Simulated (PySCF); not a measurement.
# GdSe: bond curves at several levels of theory

One table from this session's results is given with a row withheld; the runs are named, their logs left out.

Method: Gd x2c-SVPall, Se x2c-SVPall, spin-free X2C with a Gaussian nucleus; program: PySCF 2.14.0.

Set-up of the first run:

Settings of the job:

| Quantity | Value |
| --- | --- |
| atoms | Gd, Se |
| charge | 0 |
| basis | Gd x2c-SVPall, Se x2c-SVPall |
| Hamiltonian | spin-free X2C with a Gaussian nucleus |
| basis functions | 117 |
| electrons treated | 98 |
| masses in u | 157.9241, 79.9165 |
| levels | PBE0, PBE, r²SCAN, B97-3, r²SCANh, LC-ωPBE, HF, MP2, SCS-MP2, CCSD, CCSD(T) |
| grid | 80 radial by 434 angular points |
| occupations | held fixed by the projection of orbital angular momentum |
| dissociation limit | Gd + Se, each in its ground configuration |
| starting distance in angstrom | 2.424 |
| values of 2S to try | 6, 8 |

Command:

```bash
$ OMP_NUM_THREADS=4 python dia.py task.json out
```

Steps of the session up to this table: The job; PBE0 along the bond; Excited determinants; PBE (GGA); r²SCAN (meta-GGA); B97-3 (global hybrid GGA); r²SCANh; LC-ωPBE (range-separated hybrid); ROHF (mean field); MP2 and coupled cluster.

One table of the session follows, with a row left open; its other results are not shown here.

Energy (eV) from each level's lowest point:

| R (Å) | ROHF | ROHF-MP2 | ROHF-SCS-MP2 | ROHF-CCSD | ROHF-CCSD(T) |
| --- | --- | --- | --- | --- | --- |
| 2.090 | 2.144 | 1.512 | 1.649 | n/a | n/a |
| 2.187 | 1.036 | 0.637 | 0.726 | 0.770 | 0.793 |
| 2.284 | ? | ? | ? | ? | ? |
| 2.357 | 0.117 | 0.022 | 0.045 | 0.056 | 0.066 |
| 2.430 | 0.000 | 0.000 | 0.000 | 0.000 | 0.000 |
| 2.503 | 0.000 | 0.076 | 0.057 | 0.047 | 0.034 |
| 2.600 | 0.140 | 0.291 | 0.249 | 0.231 | 0.194 |
| 2.722 | 0.472 | 0.682 | 0.618 | 0.592 | 0.517 |
| 2.867 | 1.014 | 1.249 | 1.165 | 1.138 | 1.002 |
| 3.062 | 1.843 | 2.055 | 1.952 | n/a | n/a |

Q: Estimate the row for R (Å) = 2.284 from the others.

Worked estimate for «ROHF». A straight line through the neighbours (2.187, 1.036) and (2.357, 0.117) gives 1.036 + (0.117 − 1.036) × (2.284 − 2.187) / (2.357 − 2.187) = 0.512; a parabola fitted to 4 rows on both sides gives 0.365.

**Answer.** ROHF: 0.382; ROHF-MP2: 0.172; ROHF-SCS-MP2: 0.221; ROHF-CCSD: 0.245; ROHF-CCSD(T): 0.263. In «ROHF» the line misses by +0.130 and the parabola by -0.017.

Caveats from the session: At some levels the lowest empty orbital lies below the highest filled one (the two can be of opposite spin).
